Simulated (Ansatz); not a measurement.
## As on several prototypes: a ranking of structure types by relaxed energy, step by step

With the Python package of Ansatz (0.2.0).

The cells in order, each with its output:

**Cell 1**
```python
import ansatz as az
import numpy as np
import spglib
```

**Cell 2**
```python
def bcc(a_site, a):
    return (
        az.Lattice.bcc(a)
        .space_group(229)
        .atom(a_site, [0, 0, 0])
        .primitive()
    )
```

**Cell 3**
```python
def hcp(A, a):
    return (
        az.Lattice.from_parameters(a, a, 1.633 * a, alpha=90, beta=90, gamma=120)
        .space_group(194)
        .atom(A, [1 / 3, 2 / 3, 0.25])
    )
```

**Cell 4**
```python
def fcc(first, a):
    return (
        az.Lattice.fcc(a)
        .space_group(225)
        .atom(first, [0, 0, 0])
        .primitive()
    )
```

**Cell 5**
```python
def diamond(first, a):
    return az.Crystal.diamond(first, a=a)
```

**Cell 6**
```python
def solve(name, crystal, relax=True):
    calc = (
        crystal.calculation()
        .scf(tolerance=1e-07)
        .functional("lda")
        .basis(500)
        .kpoints(spacing=0.33)
        .occupations("cold", width=0.1)
        .stress()
        .band_table()
    )
    if relax:
        calc = calc.relax(force_tolerance=0.01, cell=True)
    return calc.run()
```

**Cell 7**
```python
def bulk_modulus(name, outcome, step=0.01):
    # B = -V dP/dV from the pressures of two uniformly scaled cells, atoms held at their fractions
    pressure = []
    for factor in (1 - step, 1.0, 1 + step):
        cell = az.Crystal(lattice=az.Lattice.of(outcome.lattice.cell_ang * factor ** (1 / 3)))
        for site in outcome.report["lattice"]["sites"]:
            cell = cell.atom(site["symbol"], site["position_frac"])
        pressure.append(np.trace(solve(name, cell, relax=False).report["stress_gpa"]) / 3)
    slope, bend = (pressure[0] - pressure[2]) / (2 * step), abs(pressure[0] + pressure[2] - 2 * pressure[1])
    # a jump of mesh or basis between the cells shows as a kink: no modulus then
    return float(slope) if bend < 12 * step**2 * abs(slope) + 0.15 and abs(pressure[1]) < 1.5 else float("nan")
```

**Cell 8**
```python
def relaxed_twice(name, crystal):
    # the second pass draws mesh and plane waves anew for the relaxed cell
    first = solve(name, crystal)
    again = az.Crystal(lattice=az.Lattice.of(first.lattice.cell_ang))
    for site in first.report["lattice"]["sites"]:
        again = again.atom(site["symbol"], site["position_frac"])
    return solve(name, again)
```

**Cell 9**
```python
def pressure_gpa(outcome):
    return float(np.trace(outcome.report["stress_gpa"]) / 3)


def space_group(outcome):
    sites = outcome.report["lattice"]["sites"]
    kinds = sorted({site["symbol"] for site in sites})
    cell = (outcome.lattice.cell_ang, [site["position_frac"] for site in sites], [kinds.index(site["symbol"]) for site in sites])
    return spglib.get_spacegroup(cell, symprec=0.01)
```

**Cell 10**
```python
def volume_per_atom(outcome):
    return abs(np.linalg.det(outcome.lattice.cell_ang)) / len(outcome.lattice.sites)
```

**Cell 11**
```python
# a is a first guess in angstrom
phases = {}
phases["bcc"] = bcc("As", 3.51)
phases["hcp"] = hcp("As", 3.12)
phases["fcc"] = fcc("As", 4.42)
phases["diamond"] = diamond("As", 6.07)

done = {}
for name, crystal in phases.items():
    try:
        done[name] = relaxed_twice(name, crystal)
    except az.NonConvergedError as error:
        print(name, "did not converge:", str(error)[:120])
```
Output:
```text
DeckWarning: relax.cell: scf.convergence.dr2_threshold = 1e-7 eV (the SCF's general default) is looser than the 1e-10 eV advised for a relaxation that steers and ends on the stress (1e-10 eV for each atom of the cell: 1). What an SCF threshold leaves in a stress goes as its square root, and in the free energy as the threshold itself, and one threshold admits the most on a small cell: of the [...]
DeckWarning: relax.cell: scf.convergence.dr2_threshold = 1e-7 eV (the SCF's general default) is looser than the 2e-10 eV advised for a relaxation that steers and ends on the stress (1e-10 eV for each atom of the cell: 2). What an SCF threshold leaves in a stress goes as its square root, and in the free energy as the threshold itself, and one threshold admits the most on a small cell: of the [...]
```

**Cell 12**
```python
energy = {name: o.report["energy_sigma0_ev"] / len(o.lattice.sites) for name, o in done.items()}
lowest = min(energy.values())
rows = [(name, len(o.lattice.sites), 1000 * (energy[name] - lowest), pressure_gpa(o), space_group(o), volume_per_atom(o), bulk_modulus(name, o)) for name, o in done.items()]
rows.sort(key=lambda row: row[2])
print("     phase       atoms  dE (meV/atom)     P (GPa)  space group  V (A^3/atom)     B (GPa)")
for row in rows:
    print(f"{str(row[0]):>10}  {row[1]:10d}  {row[2]:13.1f}  {row[3]:10.2f}  {str(row[4]):>11}  {row[5]:12.3f}  {row[6]:10.0f}")
print("lowest in energy:", rows[0][0])
```
Output:
```text
DeckWarning: output.stress: scf.convergence.dr2_threshold = 1e-7 eV (the SCF's general default) is looser than the 1e-10 eV advised for a printed stress (1e-10 eV for each atom of the cell: 1). What an SCF threshold leaves in a stress goes as its square root, and in the free energy as the threshold itself, and one threshold admits the most on a small cell: of the crystals measured, under no [...]
DeckWarning: output.stress: scf.convergence.dr2_threshold = 1e-7 eV (the SCF's general default) is looser than the 2e-10 eV advised for a printed stress (1e-10 eV for each atom of the cell: 2). What an SCF threshold leaves in a stress goes as its square root, and in the free energy as the threshold itself, and one threshold admits the most on a small cell: of the crystals measured, under no [...]
     phase       atoms  dE (meV/atom)     P (GPa)  space group  V (A^3/atom)     B (GPa)
       bcc           1            0.0       -0.01  Im-3m (229)        17.842         106
   diamond           2           47.5       -0.00  Fd-3m (227)        26.843          58
       hcp           2          100.6       -0.01  P6_3/mmc (194)        18.075         106
       fcc           1          148.0       -0.02  Fm-3m (225)        18.364         104
lowest in energy: bcc
```

For the metals among these phases the mesh is modest: differences between phases can be off by up to 40 meV an atom. Pressure is positive in compression. Warnings are shown shortened and without file and line. The cells are built on prototypes, so most aren't the phase found in nature. Rows bear the name of their start, and a relaxation keeps or raises the symmetry. Differences under about 40 meV an atom lie within the error of mesh and functional. The whole script took 37 s on 1 thread of Intel(R) Xeon(R) Platinum 8488C (Sapphire Rapids), on a shared host, peak memory 0.44 GiB.
